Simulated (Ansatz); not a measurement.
# SrRu3: the cost of one run

Method: DFT PBEsol, scalar-relativistic, plane waves, PAW, in Ansatz 0.2.0.

## Step 1: Starting point

Symmetry: Pm-3m, No. 221, cubic system. The conventional cell has a = 4.056 Å, b = 4.056 Å, c = 4.056 Å, α = 90.00°, β = 90.00°, γ = 90.00°. Sr (site symmetry m-3m) has 12 Ru at 2.87 Å as nearest neighbours. Around Ru (site symmetry 4/mmm) lie 4 Sr at 2.87 Å and 8 Ru at 2.87 Å.

Coordinates:

```
Sr Ru
1.0
     4.05589    0.00000    0.00000
     0.00000    4.05589    0.00000
     0.00000    0.00000    4.05589
Sr Ru
1 3
Direct
  0.00000 0.00000 0.00000
  0.00000 0.50000 0.50000
  0.50000 0.50000 0.00000
  0.50000 0.00000 0.50000
```

An earlier run at PBEsol left this cell at 16.680 Å³/atom and -0.01 GPa (8×8×8 mesh).

Volume factors to run: 0.980, 1.020, 0.960, 1.040.

## Step 2: Scaling the volume by 0.980

input.yaml reads:

```yaml
crystal:
  lattice:
    - [4.028672189, 0.0, 0.0]
    - [0.0, 4.028672189, 0.0]
    - [0.0, 0.0, 4.028672189]
  atoms:
    - { symbol: Sr, position: [0.0, 0.0, 0.0] }
    - { symbol: Ru, position: [0.0, 0.5, 0.5] }
    - { symbol: Ru, position: [0.5, 0.5, 0.0] }
    - { symbol: Ru, position: [0.5, 0.0, 0.5] }
basis:
  ecutwfc: 420
  ecutrho_ratio: 4
kpoints:
  mp_grid: { grid: [8, 8, 8] }
hamiltonian:
  xc: pbesol
scf:
  occupations: { method: gaussian, width: 0.05 }
output:
  forces: true
  stress: true
  eigenvalues: true
```

What time and memory should one allow on 4 threads of an Arm CPU, shared host?

About 2 s, with a peak of 0.38 GiB.
